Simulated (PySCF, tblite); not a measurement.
# C6H7B: geometry, infrared bands and NMR shifts

Aim: predict the infrared bands and NMR shifts of C6H7B (`B[C@@H]1C=C[C@H]1C#C`).

Programs: tblite 0.8.0 and PySCF 2.14.0, with density-fitted response routines of our own. Each step states its level of theory. These are calculated values for one molecule in the gas phase, unless marked as measured. Atoms count from 0, in the outputs and in this text.

## Step 1: The starting structure

14 atoms, charge 0, multiplicity 1; geometry from: force field or distance geometry start.

Bonds of the start (Å): B0–C1 1.59, C1–C2 1.46, C2–C3 1.27, C3–C4 1.45, C4–C5 1.48, C5–C6 1.21, C4–C1 1.48, B0–H7 1.17, B0–H8 1.20, C1–H9 1.11, C2–H10 1.11, C3–H11 1.11, C4–H12 1.12, C6–H13 1.06.

## Step 2: Optimising the geometry with GFN2-xTB

The job: settings as JSON, then the geometry in Å.

```
{"job": {"kind": "relax", "xc": "GFN2-xTB", "basis": "xTB"}, "charge": 0, "multiplicity": 1}
B     -1.682600     0.981300     0.927800
C     -0.696100     0.331000    -0.133200
C     -0.979800    -1.053500    -0.497900
C      0.115200    -1.488300    -0.013400
C      0.562900    -0.192600     0.446100
C      1.772300     0.278500    -0.260100
C      2.763600     0.654900    -0.845700
H     -2.793700     0.621200     0.941700
H     -1.461000     2.121100     1.214500
H     -0.597000     0.947800    -1.047200
H     -1.851600    -1.510700    -1.020500
H      0.553200    -2.509400     0.059200
H      0.662700    -0.177400     1.558200
H      3.631300     0.995400    -1.351500
```

The run is started by

```
$ OMP_NUM_THREADS=1 python probes_run.py task.json out
```

The driver reads the jobs from task.json and runs them one after another.

**Question.** This job is followed by: GFN2-xTB harmonic vibrations, gas phase; GIAO PBE0/pcSseg-1 NMR shielding, non-relativistic, gas phase. What will the session give for the following? strongest single infrared mode (GFN2-xTB); zero-point energy (GFN2-xTB); 13C shifts against TMS (PBE0/pcSseg-1); 1H shifts against TMS (PBE0/pcSseg-1, means over atoms taken as alike); 11B shifts against BF3·OEt2 (PBE0/pcSseg-1).

**Answer**, as computed:

| quantity | value |
| --- | --- |
| strongest single infrared mode (GFN2-xTB) | 2673 cm⁻¹, 124 km/mol |
| zero-point energy (GFN2-xTB) | 64.8 kcal/mol |
| 13C shifts against TMS (PBE0/pcSseg-1) | 147.8, 143.5, 89.0, 77.8, 63.1, 40.0 ppm |
| 1H shifts against TMS (PBE0/pcSseg-1, means over atoms taken as alike) | 7.87, 6.58, 6.17, 3.76, 3.01, 1.77 ppm |
| 11B shifts against BF3·OEt2 (PBE0/pcSseg-1) | 85.2 ppm |

Over 99 steps the energy fell by 0.722 eV; of the close pairs, C1–C4 changed most, 1.481 to 1.571 Å. All 36 modes are real, so the xTB geometry is a minimum. The strongest single mode, at 2673 cm⁻¹, moves mainly H7 and H8. Unscaled tight-binding wavenumbers are off by several per cent, some by more. Its intensities can rank the bands wrongly. At PBE0/pcSseg-1: The largest span, 303 ppm, is at C5, where the paramagnetic term is -162 ppm.
